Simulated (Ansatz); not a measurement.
Relaxation of a periodic cell of 17 atoms, LiTa₁₆ (host Ta, host structure bcc, interstitial Li), to a largest force component of 0.03 eV/Å in at most 60 steps.

Level of theory: DFT LDA, scalar-relativistic, plane waves, PAW in Ansatz 0.2.0. Settings: cutoff 420 eV, k mesh 3x3x3, fermi-dirac smearing 0.15 eV, no spin polarisation.

```xyz
17
Lattice="6.6200 0.0000 0.0000 0.0000 6.6200 0.0000 0.0000 0.0000 6.6200" Properties=species:S:1:pos:R:3
Ta 0.000 0.000 0.000
Ta 3.310 0.000 0.000
Ta 0.000 3.310 0.000
Ta 0.000 0.000 3.310
Ta 1.655 1.655 1.655
Ta 3.310 3.310 0.000
Ta 3.310 0.000 3.310
Ta 4.965 1.655 1.655
Ta 0.000 3.310 3.310
Ta 1.655 4.965 1.655
Ta 1.655 1.655 4.965
Ta 3.310 3.310 3.310
Ta 4.965 4.965 1.655
Ta 4.965 1.655 4.965
Ta 1.655 4.965 4.965
Ta 4.965 4.965 4.965
Li 5.792 1.723 -0.045
```

Where does it end, and by what steps?

The run converged. The force dipped under the threshold on the way, but the program's further checks kept it going. Limits of this set-up: coarse k mesh, a small cell, in which the defect meets its images, a typed lattice constant that wasn't relaxed here. After 5 steps the energy has fallen by 3.592 eV; Ta3 moved furthest, 0.32 Å.

```json
{"step": "0", "energy less start (eV)": "0.0000", "largest force component (eV/Å)": "6.176", "accepted": "yes"}
{"step": "1", "energy less start (eV)": "-2.4459", "largest force component (eV/Å)": "2.745", "accepted": "yes"}
{"step": "2", "energy less start (eV)": "-3.4950", "largest force component (eV/Å)": "0.577", "accepted": "yes"}
{"step": "3", "energy less start (eV)": "-3.5666", "largest force component (eV/Å)": "0.299", "accepted": "yes"}
{"step": "4", "energy less start (eV)": "-3.5925", "largest force component (eV/Å)": "0.024", "accepted": "yes"}
{"step": "5", "energy less start (eV)": "-3.5925", "largest force component (eV/Å)": "0.024", "accepted": "yes"}
```

```xyz
17
Lattice="6.6200 0.0000 0.0000 0.0000 6.6200 0.0000 0.0000 0.0000 6.6200" Properties=species:S:1:pos:R:3
Ta 0.166 -0.262 -0.001
Ta 3.364 0.041 -0.002
Ta 0.172 3.583 -0.001
Ta -0.015 -0.007 3.308
Ta 1.602 1.659 1.616
Ta 3.362 3.277 -0.002
Ta 3.232 -0.036 3.307
Ta 4.798 1.657 1.919
Ta -0.015 3.324 3.308
Ta 1.733 4.970 1.692
Ta 1.602 1.659 4.999
Ta 3.233 3.352 3.307
Ta 4.980 4.968 1.663
Ta 4.794 1.657 4.694
Ta 1.732 4.970 4.924
Ta 4.980 4.968 4.952
Li 5.792 1.665 -0.006
```

Whether the end is a true minimum wasn't checked by a vibrational analysis.

Time of the run: 37 s on 4 threads of Intel(R) Xeon(R) Platinum 8375C CPU @ 2.90GHz (Ice Lake), on a shared host, peak memory 1.2 GiB.
